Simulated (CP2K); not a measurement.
Crystal: NiMoIrPdW.

```xyz
5
Lattice="2.7470 0.0000 0.0000 1.2553 2.4434 0.0000 -1.8468 -1.1275 10.9322" Properties=species:S:1:pos:R:3 pbc="T T T"
Ni    1.4494    0.8849    3.2277
Mo   -0.4128   -0.2520    9.9709
Pd    0.0838    0.0512    5.3634
Ir    2.8015    1.7103    1.1809
W     1.4667    0.8954    7.5876
```

The cell was built by a generator and needn't be a form met in nature.

Base run:

| Property | Result |
| --- | --- |
| Program | CP2K 2026.2 |
| Functional | PBEsol |
| Potentials or basis | GTH_POTENTIALS Ni GTH-PBE-q18, Pd GTH-PBE-q18, Ir GTH-PBE-q17, W GTH-PBE-q14; POTENTIAL_UZH Mo GTH-PBE-q14; TZVP-MOLOPT-SR-GTH, TZVP-MOLOPT-PBE-GTH basis |
| Density cutoff | 13606 eV |
| k mesh | 11 × 11 × 3 |
| Occupations | fermi-dirac, width 0.05 eV |
| Spin | collinear spin, ferromagnetic start |
| Starting moments | [1.0, 1.0, 0.0, 0.6, 0.0] μB |

Its results: pressure -8.6 GPa; largest force 0.117 eV/Å.

Q: The run is repeated on the same cell with these changes: functional from PBEsol to LDA. What comes out?

A: Pressure -13.3 GPa; largest force 0.170 eV/Å.

LDA binds more tightly than PBEsol, so the same cell stands under less pressure.

Caveats: the potentials were made for another functional, which shifts forces and pressure; the basis of atomic orbitals isn't converged, which shifts pressures, moduli and gaps; the total moment is fixed, so each spin has its own Fermi level.
